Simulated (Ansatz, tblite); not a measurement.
**The cluster Li₅H₄+: a ladder of methods and basis sets**

One table from this session's results is given with a row withheld; the runs are named, their logs left out.

Method: as each input shows; program: Ansatz 0.2.0, Gaussian basis.

The runs, in order: GFN1-xTB, GFN2-xTB, PBE-D4/def2-TZVP, r2SCAN-D4/def2-TZVP, ωB97M-V/def2-TZVP, LDA/def2-TZVP, BHLYP-D4/def2-TZVP, PBE-QIDH/def2-TZVP, revPBE-D4/def2-TZVP, B97M-V/def2-TZVP, BLYP-D4/def2-TZVP, PBE-D4/def2-SVP, PBE0-D4/def2-SVP, HF/STO-3G, HF/6-31G, B3LYP-D4/6-31G, CCSD(T)/def2-TZVPP, MP2/def2-TZVP, RPA/def2-TZVP.

1 further run of the same task is left out (set aside as unsound or not needed). Runs told in other sessions of the task aren't counted.

**The relaxed structure**

The singlet was relaxed beforehand with PBE0-D4/def2-TZVP. At that level it is the lowest of the isomers that a small search found.

9 atoms, charge 1, spin multiplicity 1.

Bond lengths: Li1–Li4 2.483 Å, Li1–H7 1.749 Å, Li1–H8 1.749 Å, Li2–Li4 2.483 Å, Li2–H6 1.749 Å, Li2–H9 1.749 Å, Li3–Li4 2.483 Å, Li3–H7 1.749 Å, Li3–H9 1.749 Å, Li4–Li5 2.483 Å, Li4–H6 1.894 Å, Li4–H7 1.894 Å, Li4–H8 1.892 Å, Li4–H9 1.892 Å, Li5–H6 1.749 Å, Li5–H8 1.749 Å. Angles: Li4–Li1–H7 49.5°, Li4–Li1–H8 49.5°, H7–Li1–H8 98.9°, Li4–Li2–H6 49.5°, Li4–Li2–H9 49.5°, H6–Li2–H9 98.9°, Li4–Li3–H7 49.5°, Li4–Li3–H9 49.5°, H7–Li3–H9 98.9°, Li1–Li4–Li2 164.9°, Li1–Li4–Li3 89.0°, Li1–Li4–Li5 89.0°, Li1–Li4–H6 133.0°, Li1–Li4–H7 44.6°, Li1–Li4–H8 44.6°, Li1–Li4–H9 132.8°, Li2–Li4–Li3 89.1°, Li2–Li4–Li5 89.0° and more.

The ion is computed in the gas phase, without counter-ions or solvent.

PBE0-D4/def2-TZVP was run before; its log isn't repeated, and its numbers join the tables.

The first run:

Tight binding, by tblite at 300 K electronic temperature and without a spin-polarisation term:

```python
tblite.interface.Calculator('GFN1-xTB', numbers, positions, charge=1, uhf=0).singlepoint()
```

Tight binding, by tblite at 300 K electronic temperature and without a spin-polarisation term:

```python
tblite.interface.Calculator('GFN2-xTB', numbers, positions, charge=1, uhf=0).singlepoint()
```

start.molden holds the orbitals of an earlier run on this state, given as this run's starting guess.

Input file in.yaml:

```yaml
crystal:
  periodic: [false, false, false]
  atoms:
    - {symbol: Li, position_ang: [0.862692, -2.292734, -0.253094]}
    - {symbol: Li, position_ang: [-1.006871, 2.238657, 0.198905]}
    - {symbol: Li, position_ang: [0.605226, 0.480980, -2.338012]}
    - {symbol: Li, position_ang: [0.215830, 0.080937, 0.081097]}
    - {symbol: Li, position_ang: [-0.750788, -0.535592, 2.283282]}
    - {symbol: H, position_ang: [-0.848105, 0.958433, 1.379541]}
    - {symbol: H, position_ang: [0.894690, -0.940933, -1.362003]}
    - {symbol: H, position_ang: [0.152246, -1.491941, 1.130273]}
    - {symbol: H, position_ang: [-0.124920, 1.502183, -1.119999]}
basis:
  gaussian: {orbitals: def2-TZVP, initial_orbitals: start.molden}
total_charge: 1
hamiltonian: {xc: pbe, dispersion: d4}
scf: {omitted_lower_state_checks: [starts]}
output: {orbitals: {seedname: orbitals}}
```

Command:

```bash
$ ansatz run in.yaml --threads 4 --pin off --events-out ev --progress --plain --max-ram 3916MiB
```

Among the steps run: PBE-D4/def2-TZVP; r2SCAN-D4/def2-TZVP; ωB97M-V/def2-TZVP; LDA/def2-TZVP; BHLYP-D4/def2-TZVP; PBE-QIDH/def2-TZVP; revPBE-D4/def2-TZVP; B97M-V/def2-TZVP; BLYP-D4/def2-TZVP; PBE-D4/def2-SVP; PBE0-D4/def2-SVP; HF/STO-3G; HF/6-31G; B3LYP-D4/6-31G; CCSD(T)/def2-TZVPP; MP2/def2-TZVP; RPA/def2-TZVP.

One of the session's tables, all rows but one given; the rest of the session is left out.

| level | HOMO (eV) | LUMO (eV) | gap (eV) |
| --- | --- | --- | --- |
| HF/STO-3G | ? | ? | ? |
| HF/6-31G | -12.87 | -2.25 | 10.62 |
| LDA/def2-TZVP | -9.02 | -5.00 | 4.01 |
| PBE-D4/def2-SVP | -8.89 | -4.68 | 4.20 |
| PBE-D4/def2-TZVP | -8.97 | -4.79 | 4.18 |
| revPBE-D4/def2-TZVP | -8.93 | -4.68 | 4.25 |
| BLYP-D4/def2-TZVP | -8.90 | -4.70 | 4.19 |
| r2SCAN-D4/def2-TZVP | -9.16 | -4.25 | 4.92 |
| B97M-V/def2-TZVP | -9.35 | -4.61 | 4.74 |
| B3LYP-D4/6-31G | -9.96 | -4.36 | 5.60 |
| PBE0-D4/def2-SVP | -10.02 | -4.02 | 6.01 |
| PBE0-D4/def2-TZVP | -10.11 | -4.17 | 5.94 |
| BHLYP-D4/def2-TZVP | -11.22 | -3.63 | 7.59 |
| ωB97M-V/def2-TZVP | -12.20 | -3.00 | 9.20 |

Estimate the missing values for HF/STO-3G.

As computed: HOMO (eV): -12.53; LUMO (eV): -1.60; gap (eV): 10.93. In the column «HOMO (eV)» it lies between HF/6-31G (-12.87) and ωB97M-V/def2-TZVP (-12.20).
